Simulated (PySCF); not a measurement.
The system is C2F2H2, in a box.

```
C F H
1.0
    11.00000    0.00000    0.00000
     0.00000   12.00000    0.00000
     0.00000    0.00000   13.00000
C F H
2 2 2
Direct
  0.48548 0.54672 0.45615
  0.50556 0.47459 0.53035
  0.45466 0.47717 0.62169
  0.57958 0.38896 0.52442
  0.53185 0.53752 0.38354
  0.42278 0.61454 0.46848
```

Base run:

| Quantity | Value |
| --- | --- |
| Program | PySCF 2.14.0 |
| Functional | M06-L |
| Potentials or basis | def2-svp (all-electron) |
| k mesh | 1 × 1 × 1 |
| Occupations | fixed |
| Spin | no spin polarisation |

Its results: gap between the frontier levels 6.55 eV.

**Question.** The run is repeated on the same cell with these changes: functional from M06-L to TPSS. What comes out?

**Answer.** Gap between the frontier levels 6.24 eV.

Caveats: this is a molecule in a periodic box at the Γ point, so its band gap is the HOMO-LUMO gap; the basis of atomic orbitals isn't converged, which shifts pressures, moduli and gaps.

